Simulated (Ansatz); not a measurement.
# C3H9NSi: the cost of one run

Program: Ansatz 0.2.0. Level of theory: RKS PBE0-D4/def2-SVP. These are calculated values, not measurements.

## Step 1: Where the work starts

SMILES `C1CN[SiH2]C1`, 14 atoms, charge 0, spin multiplicity 1.

Atoms are counted from 1 here; the program's logs count them from 0.

Bond lengths: C1–C2 1.540 Å, C1–C5 1.546 Å, C1–H6 1.111 Å, C1–H7 1.111 Å, C2–N3 1.462 Å, C2–H8 1.121 Å, C2–H9 1.113 Å, N3–Si4 1.750 Å, N3–H10 1.020 Å, Si4–C5 1.904 Å, Si4–H11 1.511 Å, Si4–H12 1.513 Å, C5–H13 1.108 Å, C5–H14 1.112 Å. Angles: C2–C1–C5 108.6°, C2–C1–H6 110.9°, C2–C1–H7 108.5°, C5–C1–H6 112.3°, C5–C1–H7 109.3°, H6–C1–H7 107.1°, C1–C2–N3 106.6°, C1–C2–H8 109.5°, C1–C2–H9 110.2°, N3–C2–H8 112.9°, N3–C2–H9 111.2°, H8–C2–H9 106.4°, C2–N3–Si4 113.4°, C2–N3–H10 116.7°, Si4–N3–H10 126.4°, N3–Si4–C5 93.2°, N3–Si4–H11 113.5°, N3–Si4–H12 115.5° and more.

Coordinates:

```csv
atom,x (Å),y (Å),z (Å)
C1,-0.33741,1.19093,0.08362
C2,0.19976,0.38955,1.28368
N3,0.96603,-0.72597,0.73141
Si4,0.42213,-1.22591,-0.85501
C5,-0.83584,0.19719,-0.99030
H6,-1.13058,1.89971,0.40312
H7,0.49332,1.79865,-0.33557
H8,-0.65729,0.05458,1.92396
H9,0.83735,1.03819,1.92580
H10,1.49438,-1.29163,1.39549
H11,1.51574,-1.21796,-1.89740
H12,-0.22007,-2.59436,-0.92160
H13,-0.92126,0.65938,-1.99332
H14,-1.83915,-0.20146,-0.72497
```

This geometry comes from a loose relaxation at PBE in a small basis, which is not shown.

## Step 3: Plan of the scan

The axes are (1) ring dihedral Si4–C5–C1–C2: 9 values from −45.0 °; (2) ring dihedral C1–C2–N3–Si4: 9 values from −45.0 °.

Relaxed at each point: all other coordinates. Energies count from the relaxed molecule at the same level. Points are written as (first, second).

(The set-up runs are not shown.)

## Step 4: Point (−33.8°, 33.8°)

File input.yaml:

```yaml
crystal:
  periodic: [false, false, false]
  atoms:
    - { symbol: C, position_ang: [-0.379783, 1.123426, 0.082199] }
    - { symbol: C, position_ang: [0.390329, 0.451859, 1.220993] }
    - { symbol: "N", position_ang: [0.458423, -0.954742, 0.868286] }
    - { symbol: Si, position_ang: [0.573848, -1.121289, -0.855988] }
    - { symbol: C, position_ang: [-0.866037, 0.101235, -0.956663] }
    - { symbol: H, position_ang: [-1.208021, 1.748957, 0.452567] }
    - { symbol: H, position_ang: [0.302556, 1.835421, -0.41183] }
    - { symbol: H, position_ang: [-0.239081, 0.493662, 2.130004] }
    - { symbol: H, position_ang: [1.312778, 1.010143, 1.472775] }
    - { symbol: H, position_ang: [1.12339, -1.439099, 1.460325] }
    - { symbol: H, position_ang: [1.775297, -0.713468, -1.664026] }
    - { symbol: H, position_ang: [0.240293, -2.531451, -1.220383] }
    - { symbol: H, position_ang: [-1.033636, 0.597572, -1.923115] }
    - { symbol: H, position_ang: [-1.812231, -0.381366, -0.663] }
basis:
  gaussian: { orbitals: def2-SVP }
hamiltonian:
  xc: pbe0
  dispersion: d4
output:
  forces: true
relax:
  f_tol: 0.02
  max_steps: 50
  escape_saddle: false
  constraints: [{ sites: [3, 4, 0, 1] }, { sites: [0, 1, 2, 3] }]
scf:
  lower_state_search: "off"
```

Command:

```console
$ ansatz run input.yaml --threads 1 --pin off --max-ram 2560MiB --backend cpu --events-out ev --progress --plain --runs-dir out
```

What time and memory should one allow on 1 thread of Intel Xeon at 2.70GHz, shared host?

About 27 s, with a peak of 0.26 GiB.
